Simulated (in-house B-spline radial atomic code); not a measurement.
**Hg⁺: a fraction of an electron moved 5p → 6f**

Aim: the energy of Hg⁺ as a fraction of an electron is moved 5p → 6f, to see how far it bends away from a straight line.

The numbers are computed with in-house B-spline radial atomic code version 1 (scalar-relativistic (spin-free one-electron X2C) PBE0, spin-polarised, spherical fractional occupations, Fermi nucleus, basis-set limit), except any that are marked as measured or tabulated.

### 1 The system

```
element       : mercury (Z = 80)
charge        : +1
electrons     : 79
configuration : [Xe] 4f14 5d10 6s1
Hamiltonian   : scalar-relativistic (X2C)
nucleus       : Fermi, rms radius 5.465 fm
```

The outer shells:

[Xe] 4f14 5d10 6s1
```
[Xe] core
4f [↑↓][↑↓][↑↓][↑↓][↑↓][↑↓][↑↓]
5d [↑↓][↑↓][↑↓][↑↓][↑↓]
6s [↑ ]
```

Where spins are not typed, each open shell is filled with up spins first.

### 2 The start, at fraction 0

Settings of the run:

```ini
Z = 80
electrons = 79.0
configuration = [Xe] 4f14 5d10 6s1
hamiltonian = x2c
method = pbe0
spin_polarised = True
nucleus = fermi
rms_radius = 5.4648
mass_number = 202
atomic_mass = 201.970643604
speed_of_light = 137.035999084
```

### 3 0.125 electron moved 5p → 6f

The settings differ from step 2 so:

```diff
@@ -2,3 +2,3 @@
 electrons = 79.0
-configuration = [Xe] 4f14 5d10 6s1
+configuration = [Kr] 4d10 4f14 5s2 5p5.875 5d10 6s1 6f0.125
 hamiltonian = x2c
```

### 4 0.25 electron moved 5p → 6f

The settings differ from step 3 so:

```diff
@@ -2,3 +2,3 @@
 electrons = 79.0
-configuration = [Kr] 4d10 4f14 5s2 5p5.875 5d10 6s1 6f0.125
+configuration = [Kr] 4d10 4f14 5s2 5p5.75 5d10 6s1 6f0.25
 hamiltonian = x2c
```

### 5 0.375 electron moved 5p → 6f

The settings differ from step 4 so:

```diff
@@ -2,3 +2,3 @@
 electrons = 79.0
-configuration = [Kr] 4d10 4f14 5s2 5p5.75 5d10 6s1 6f0.25
+configuration = [Kr] 4d10 4f14 5s2 5p5.625 5d10 6s1 6f0.375
 hamiltonian = x2c
```

### 6 0.5 electron moved 5p → 6f

The settings differ from step 5 so:

```diff
@@ -2,3 +2,3 @@
 electrons = 79.0
-configuration = [Kr] 4d10 4f14 5s2 5p5.625 5d10 6s1 6f0.375
+configuration = [Kr] 4d10 4f14 5s2 5p5.5 5d10 6s1 6f0.5
 hamiltonian = x2c
```

### 7 0.625 electron moved 5p → 6f

The settings differ from step 6 so:

```diff
@@ -2,3 +2,3 @@
 electrons = 79.0
-configuration = [Kr] 4d10 4f14 5s2 5p5.5 5d10 6s1 6f0.5
+configuration = [Kr] 4d10 4f14 5s2 5p5.375 5d10 6s1 6f0.625
 hamiltonian = x2c
```

### 8 0.75 electron moved 5p → 6f

The settings differ from step 7 so:

```diff
@@ -2,3 +2,3 @@
 electrons = 79.0
-configuration = [Kr] 4d10 4f14 5s2 5p5.375 5d10 6s1 6f0.625
+configuration = [Kr] 4d10 4f14 5s2 5p5.25 5d10 6s1 6f0.75
 hamiltonian = x2c
```

### 9 0.875 electron moved 5p → 6f

The settings differ from step 8 so:

```diff
@@ -2,3 +2,3 @@
 electrons = 79.0
-configuration = [Kr] 4d10 4f14 5s2 5p5.25 5d10 6s1 6f0.75
+configuration = [Kr] 4d10 4f14 5s2 5p5.125 5d10 6s1 6f0.875
 hamiltonian = x2c
```

### 10 1 electron moved 5p → 6f

The settings differ from step 9 so:

```diff
@@ -2,3 +2,3 @@
 electrons = 79.0
-configuration = [Kr] 4d10 4f14 5s2 5p5.125 5d10 6s1 6f0.875
+configuration = [Kr] 4d10 4f14 5s2 5p5 5d10 6s1 6f1
 hamiltonian = x2c
```

**Question.** How does the energy change with the fraction, and which way and how far does it bend from the straight line between the ends?

**Answer**, as computed:

| fraction | energy change (eV) | less the straight line (eV) | level 5p down (eV) | level 6f up (eV) | sum of <r²> (bohr²) |
| --- | --- | --- | --- | --- | --- |
| 0 | 0.0000 | 0.0000 | -80.156 | empty | 50.180 |
| 0.125 | 10.0024 | -0.5265 | -81.513 | -0.918 | 128.83 |
| 0.25 | 20.1521 | -0.9057 | -82.861 | -1.057 | 180.59 |
| 0.375 | 30.4537 | -1.1330 | -84.199 | -1.176 | 217.81 |
| 0.5 | 40.9079 | -1.2078 | -85.528 | -1.286 | 244.50 |
| 0.625 | 51.5139 | -1.1307 | -86.845 | -1.391 | 263.91 |
| 0.75 | 62.2710 | -0.9025 | -88.152 | -1.495 | 277.92 |
| 0.875 | 73.1775 | -0.5250 | -89.440 | -1.596 | 286.80 |
| 1 | 84.2314 | 0.0000 | -90.713 | -1.697 | 292.79 |

From fraction 0 to 1 the energy changes by 84.231 eV. It sags under the straight line by up to 1.21 eV (at 0.5). Slater's transition state, the slope from the orbital energies at fraction 0.5 (Janak's theorem), gives 84.242 eV for the whole step. Here exact exchange is taken at spherical fractional occupations, which leaves self-interaction in open p, d and f shells; that spoils the energies somewhat, at whole numbers too.
